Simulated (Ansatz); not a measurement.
This script drives Ansatz 0.2.0, Python API.

`ch4sesn.xyz`
```text
7

C    -0.66530   -0.49150   -0.63750
Se   -0.40630   -1.69680    0.75850
Sn    0.66360    0.66820    0.44420
H    -1.66230   -0.00620   -0.63660
H    -0.33450   -0.80330   -1.64990
H     0.06140    1.78230    1.66190
H     2.40480    0.47930    0.01360
```

`ch4sesn_relaxed_scan.py`:
```python
# -*- coding: utf-8 -*-
"""Relaxed scan of one distance in CH4SeSn."""

import ansatz as az
import numpy as np

system = az.Crystal.molecule_from_extxyz("ch4sesn.xyz")

setup = (
    system.calculation()
    .basis(gaussian="def2-SVP")
    .functional("hf")
)
symbols = [site.symbol for site in system.cartesian_sites]
pairs = [(0, 1), (0, 2), (0, 3), (0, 4), (1, 2), (2, 5)]
print("held (A)   E (eV)        ", "  ".join(f"{symbols[i]}{i}-{symbols[j]}{j}" for i, j in pairs))
for length in [1.02, 1.11, 1.2, 1.33, 1.5]:
    rep = setup.relax(constraints=[az.DistanceConstraint((0, 4), at=length)], force_tolerance=0.02, max_steps=60).run(threads=1).report
    xyz = np.array(rep["positions_ang"])
    print(f"{length:6.2f} {rep['free_energy_ev']:14.5f}  ", "  ".join(f"{np.linalg.norm(xyz[i] - xyz[j]):.3f}" for i, j in pairs))
```

It is started by `python ch4sesn_relaxed_scan.py`. Estimate its wall time and peak memory on 1 thread of Arm Neoverse V2 (shared host).

It took about 80 s, with a peak of 0.28 GiB, for 5 runs of the engine.

```console
$ python ch4sesn_relaxed_scan.py
held (A)   E (eV)         C0-Se1  C0-Sn2  C0-H3  C0-H4  Se1-Sn2  Sn2-H5
DeckWarning: relax.constraints: the input's atoms, or those drawn, lie off the distances that are held; a relaxation that starts there is brought onto them ahead of its first SCF, by positions alone, [...]
  1.02   -72192.16013   2.017  2.131  1.084  1.020  2.516  1.693
  1.11   -72192.23641   2.014  2.130  1.084  1.110  2.517  1.693
  1.20   -72192.04370   2.010  2.129  1.084  1.200  2.518  1.693
  1.33   -72191.51038   2.002  2.126  1.084  1.330  2.521  1.694
  1.50   -72190.63364   1.988  2.123  1.084  1.500  2.524  1.694
```
(Warnings from the package without file and line, shortened, repeats left out.)

Total energies depend on the basis set; only differences at equal settings carry meaning. The energies are electronic: no zero-point or thermal terms, and the basis set is short of its limit. def2 sets replace the cores of elements past krypton by effective core potentials.
